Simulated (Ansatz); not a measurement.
# CH4OSn (SMILES [CH3][Sn][OH]): a rigid scan of the bond length C1–H6

One table from this session's results is given with a row withheld; the runs are named, their logs left out.

Computed with Ansatz 0.2.0, Gaussian basis. Level: single points in def2-TZVPP.

Levels: PBE-D4, r2SCAN-D4, PBE0-D4, B3LYP-D4, wB97M-V, Hartree-Fock, MP2, CCSD, CCSD(T). The scan takes 0.898, 0.944, 1.012, 1.091, 1.178, 1.272, 1.372, 1.478, 1.588 Å.

Correlated methods freeze the cores. Filled d shells of the heavier atoms are correlated. Core potentials replace the inner electrons past krypton, and spin-orbit coupling is left out. B3LYP uses VWN-RPA correlation.

29 further runs of the same task are left out: 29 set aside as unsound or not needed.

### The starting structure

The minimum, relaxed at PBE0-D4: SMILES `[CH3][Sn][OH]`, 7 atoms, charge 0, spin multiplicity 1.

Atoms are counted from 1 here; the program's logs count them from 0.

Bond lengths: C1–Sn2 2.195 Å, C1–H4 1.095 Å, C1–H5 1.092 Å, C1–H6 1.095 Å, Sn2–O3 1.985 Å, O3–H7 0.961 Å. Angles: Sn2–C1–H4 109.6°, Sn2–C1–H5 112.6°, Sn2–C1–H6 109.6°, H4–C1–H5 108.5°, H4–C1–H6 107.8°, H5–C1–H6 108.5°, C1–Sn2–O3 94.9°, Sn2–O3–H7 114.5°.

As a file:

```csv
atom,x (Å),y (Å),z (Å)
C1,-0.7731,0.4864,-0.2267
Sn2,1.3104,0.3534,-0.9038
O3,1.8212,-1.0576,0.3957
H4,-1.2597,-0.4877,-0.3423
H5,-1.3489,1.2296,-0.7817
H6,-0.7987,0.7489,0.8360
H7,1.1102,-1.3411,0.9771
```

Energies of the minimum (eV), from earlier single points: PBE-D4 -8979.06617, r2SCAN-D4 -8983.17831, PBE0-D4 -8979.31719, B3LYP-D4 -8985.09305, wB97M-V -8980.02356, CCSD(T) -8959.27732.

At the minimum the bond length C1–H6 is 1.095 Å.

Set-up of the first run:

Contents of ccsdt-tzvpp/in.yaml:

```yaml
crystal:
  periodic: [false, false, false]
  atoms:
    - {symbol: C, position_ang: [-0.773134, 0.486425, -0.226685]}
    - {symbol: Sn, position_ang: [1.310421, 0.353415, -0.903810]}
    - {symbol: O, position_ang: [1.821153, -1.057606, 0.395733]}
    - {symbol: H, position_ang: [-1.259703, -0.487664, -0.342273]}
    - {symbol: H, position_ang: [-1.348927, 1.229638, -0.781721]}
    - {symbol: H, position_ang: [-0.794134, 0.701695, 0.644877]}
    - {symbol: H, position_ang: [1.110228, -1.341111, 0.977054]}
basis:
  gaussian: {orbitals: def2-TZVPP}
correlation: {method: ccsd_t}
```

The command line of these runs was not kept.

Among the steps run: C1–H6 = 0.898 Å; C1–H6 = 0.944 Å; C1–H6 = 1.012 Å; C1–H6 = 1.091 Å; C1–H6 = 1.178 Å; C1–H6 = 1.272 Å; C1–H6 = 1.372 Å; C1–H6 = 1.478 Å; C1–H6 = 1.588 Å.

One table of the session follows, with a row left open; its other results are not shown here.

Energies less that of the minimum at the same level (meV):

| bond length (Å) | PBE-D4 | PBE0-D4 | B3LYP-D4 | wB97M-V | Hartree-Fock |
| --- | --- | --- | --- | --- | --- |
| 0.898 | 979 | 943 | 920 | 922 | 905 |
| 0.944 | 529 | 500 | 486 | 486 | 468 |
| 1.012 | 147 | 130 | 125 | 124 | 111 |
| 1.091 | 1 | 0 | 0 | 0 | -1 |
| 1.095 (minimum) | 0 | 0 | 0 | 0 | 0 |
| 1.178 | 78 | 98 | 98 | 102 | 121 |
| 1.272 | 329 | 375 | 368 | 381 | 427 |
| 1.372 | ? | ? | ? | ? | ? |
| 1.478 | 1134 | 1244 | 1199 | 1265 | 1380 |
| 1.588 | 1610 | 1756 | 1691 | 1781 | 1935 |

Estimate the missing values for bond length (Å) = 1.372.

Worked estimate for «PBE-D4». A straight line through the neighbours (1.272, 329) and (1.478, 1134) gives 329 + (1134 − 329) × (1.372 − 1.272) / (1.478 − 1.272) = 720; a parabola fitted to 4 rows on both sides gives 694.

**Answer.** PBE-D4: 696; PBE0-D4: 772; B3LYP-D4: 751; wB97M-V: 783; Hartree-Fock: 862. In «PBE-D4» the line misses by +24 and the parabola by -2.

Caveats from the session: A polynomial through the near points puts the CCSD(T) minimum 0.002 Å below the PBE0-D4 value.
